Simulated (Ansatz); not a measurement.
Geometry optimisation, DFT LDA, scalar-relativistic, plane waves, PAW in Ansatz.

The input (input.yaml):

```yaml
accuracy: low
crystal:
  lattice:
    - [-2.47545, 4.287605, 5.4285]
    - [4.9509, 0.0, 5.4285]
    - [4.9509, 8.57521, 0.0]
  atoms:
    - { symbol: Si, position: [0.0951333, 0.5715333, 0.9524333] }
    - { symbol: Si, position: [0.4048667, 0.9284667, 0.0357667] }
    - { symbol: Si, position: [0.0, 0.0, 0.2618] }
    - { symbol: O, position: [0.3172832, 0.4774833, 0.9691084] }
    - { symbol: O, position: [0.1827167, 0.0225168, 0.1164916] }
    - { symbol: O, position: [0.9385666, 0.5228666, 0.1108167] }
    - { symbol: O, position: [0.5637001, 0.3082001, 0.13805] }
    - { symbol: O, position: [0.9362999, 0.1917999, 0.324] }
    - { symbol: O, position: [0.5614334, 0.9771334, 0.0915333] }
    - { symbol: Si, position: [0.0951333, 0.5715333, 0.4524333] }
    - { symbol: Si, position: [0.4048667, 0.9284667, 0.5357667] }
    - { symbol: Si, position: [0.0, 0.0, 0.7618] }
    - { symbol: O, position: [0.3172832, 0.4774833, 0.4691084] }
    - { symbol: O, position: [0.1827168, 0.0225168, 0.6164916] }
    - { symbol: O, position: [0.9385666, 0.5228666, 0.6108167] }
    - { symbol: O, position: [0.5637001, 0.3082001, 0.63805] }
    - { symbol: O, position: [0.9362999, 0.1917999, 0.824] }
    - { symbol: O, position: [0.5614334, 0.9771334, 0.5915333] }
    - { symbol: Si, position: [0.5951333, 0.0715333, 0.2024333] }
    - { symbol: Si, position: [0.9048667, 0.4284667, 0.2857667] }
    - { symbol: Si, position: [0.5, 0.5, 0.5118] }
    - { symbol: O, position: [0.8172832, 0.9774833, 0.2191084] }
    - { symbol: O, position: [0.6827168, 0.5225168, 0.3664916] }
    - { symbol: O, position: [0.4385666, 0.0228666, 0.3608167] }
    - { symbol: O, position: [0.0637001, 0.8082001, 0.38805] }
    - { symbol: O, position: [0.4362999, 0.6917999, 0.574] }
    - { symbol: O, position: [0.0614334, 0.4771334, 0.3415333] }
    - { symbol: Si, position: [0.5951333, 0.0715333, 0.7024333] }
    - { symbol: Si, position: [0.9048667, 0.4284667, 0.7857667] }
    - { symbol: Si, position: [0.5, 0.5, 0.0118] }
    - { symbol: O, position: [0.8172832, 0.9774833, 0.7191084] }
    - { symbol: O, position: [0.6827168, 0.5225168, 0.8664916] }
    - { symbol: O, position: [0.4385666, 0.0228666, 0.8608167] }
    - { symbol: O, position: [0.0637001, 0.8082001, 0.88805] }
    - { symbol: O, position: [0.4362999, 0.6917999, 0.074] }
    - { symbol: O, position: [0.0614334, 0.4771334, 0.8415333] }
    - { symbol: Cu, position: [0.6650608, 0.6874578, 0.6536153] }
total_charge: 1
basis:
  ecutwfc: 420.0
kpoints:
  mp_grid: { grid: [1, 1, 1] }
hamiltonian:
  xc: lda
  pseudopotentials: { kind: paw, azcp: { folder: soft_1 } }
scf:
  occupations: { method: fermi_dirac, width: 0.02 }
  lower_state_search: "off"
relax:
  f_tol: 0.08
  max_steps: 25
  adjacent_minimum: "off"
```

Launched with:

```bash
$ ansatz run input.yaml --threads 1 --pin off --max-ram 3072MiB --backend cpu --events-out ev --progress --plain --runs-dir out
```

Question: Where does it end, and by what steps?

Answer: The forces met the threshold. The threshold is loose, so the end isn't yet a minimum. Limits of this set-up: coarse k mesh, PAW files made for another functional, low accuracy level, charged cell in a uniform background, uncorrected. After 11 steps the energy has fallen by 0.725 eV; Cu37 moved furthest, 0.92 Å.

```tsv
step	energy less start (eV)	largest force component (eV/Å)	accepted
0	0.0000	3.018	yes
1	-0.2609	2.037	yes
2	-0.5449	0.247	yes
3	-0.5971	0.206	yes
4	-0.6003	0.276	yes
5	-0.6404	0.152	yes
6	-0.6475	0.121	yes
7	-0.6659	0.327	yes
8	-0.6980	0.261	yes
9	-0.7145	0.129	yes
10	-0.7222	0.108	yes
11	-0.7250	0.046	yes
```

```xyz
37
Lattice="-2.4754 4.2876 5.4285 4.9509 0.0000 5.4285 4.9509 8.5752 0.0000" Properties=species:S:1:pos:R:3
Si 7.248 8.636 3.660
Si 3.812 2.010 7.316
Si 1.306 2.266 0.009
O 6.383 9.816 4.348
O 0.270 1.798 1.151
O 0.805 4.945 7.972
O 0.814 3.768 4.878
O 0.286 6.752 6.093
O 3.912 3.071 8.529
Si 4.860 4.276 3.614
Si 6.299 6.192 7.282
Si 3.731 6.501 -0.033
O 3.898 5.393 4.261
O 2.723 5.920 1.091
O 3.321 9.309 7.939
O 3.281 7.885 4.816
O 2.675 11.106 6.088
O 6.415 7.377 8.381
Si -0.158 4.281 3.686
Si 1.305 6.286 7.245
Si 3.727 6.458 5.431
O 3.849 5.439 9.698
O 2.733 5.953 6.569
O 0.774 4.854 2.492
O 5.791 3.662 4.771
O 5.193 6.748 6.162
O 3.941 3.169 2.912
Si 2.383 8.533 3.627
Si 3.677 10.736 7.272
Si 1.346 2.388 5.482
O 6.390 9.682 9.668
O 5.164 10.434 6.587
O 3.327 9.166 2.487
O 8.085 7.867 4.797
O 2.738 2.553 6.235
O 6.229 7.602 2.946
Cu 5.182 8.579 6.448
```

The run took 56 s on 1 thread of Intel(R) Xeon(R) Platinum 8259CL CPU @ 2.50GHz (Skylake/Cascade Lake) (shared host), peak memory 0.56 GiB.
